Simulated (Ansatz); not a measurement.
# TeH3N (SMILES N[TeH]): one structure at several levels

One table from this session's results is given with a row withheld; the runs are named, their logs left out.

Program: Ansatz 0.2.0, Gaussian basis. Level of theory: single points in def2-TZVPP. These are calculated values, not measurements.

Correlated methods freeze the cores. Filled d shells of the heavier atoms are correlated. Core potentials replace the inner electrons past krypton, and spin-orbit coupling is left out.

## Starting geometry

SMILES `N[TeH]`, 5 atoms, charge 0, spin multiplicity 1.

Atoms are counted from 1 here; the program's logs count them from 0.

Bond lengths: N1–Te2 2.009 Å, N1–H3 1.171 Å, N1–H4 0.944 Å, Te2–H5 1.537 Å. Angles: Te2–N1–H3 101.0°, Te2–N1–H4 119.7°, H3–N1–H4 102.5°, N1–Te2–H5 86.1°.

Geometry (Å):

```csv
atom,x (Å),y (Å),z (Å)
N1,-0.1307,-0.6188,-0.1658
Te2,0.4335,1.1547,0.5910
H3,-1.1967,-0.7329,0.3044
H4,0.3034,-1.4081,0.1179
H5,0.5215,1.6310,-0.8679
```

The first run:

run/in.yaml reads:

```yaml
crystal:
  periodic: [false, false, false]
  atoms:
    - {symbol: N, position_ang: [-0.130700, -0.618800, -0.165800]}
    - {symbol: Te, position_ang: [0.433500, 1.154700, 0.591000]}
    - {symbol: H, position_ang: [-1.196700, -0.732900, 0.304400]}
    - {symbol: H, position_ang: [0.303400, -1.408100, 0.117900]}
    - {symbol: H, position_ang: [0.521500, 1.631000, -0.867900]}
basis:
  gaussian: {orbitals: def2-TZVPP}
correlation: {method: ccsd_t}
output: {forces: true}
```

No record of the launch command was kept for these runs.

Steps of the session up to this table: CCSD(T)/def2-TZVPP; PBE0-D4/def2-TZVPP; wB97M-V/def2-TZVPP; r2SCAN-D4/def2-TZVPP; PBE-D4/def2-TZVPP; r2SCANh-D4/def2-TZVPP; HSE06-D4/def2-TZVPP.

One table of the session follows, with a row left open; its other results are not shown here.

| method | RMS force component (eV/Å) | angle to CCSD(T) forces (°) | dipole (D) |
| --- | --- | --- | --- |
| CCSD(T) | 2.480 | reference | 1.12 |
| PBE0-D4 | 2.539 | 1.9 | 1.15 |
| wB97M-V | 2.499 | 2.2 | 1.14 |
| r2SCAN-D4 | 2.516 | 1.9 | 1.16 |
| PBE-D4 | 2.547 | 5.4 | 1.16 |
| r2SCANh-D4 | 2.518 | 1.6 | 1.16 |
| HSE06-D4 | ? | ? | ? |

**Question.** Estimate the row for HSE06-D4.

The run gave: RMS force component (eV/Å): 2.539; angle to CCSD(T) forces (°): 1.8; dipole (D): 1.15.
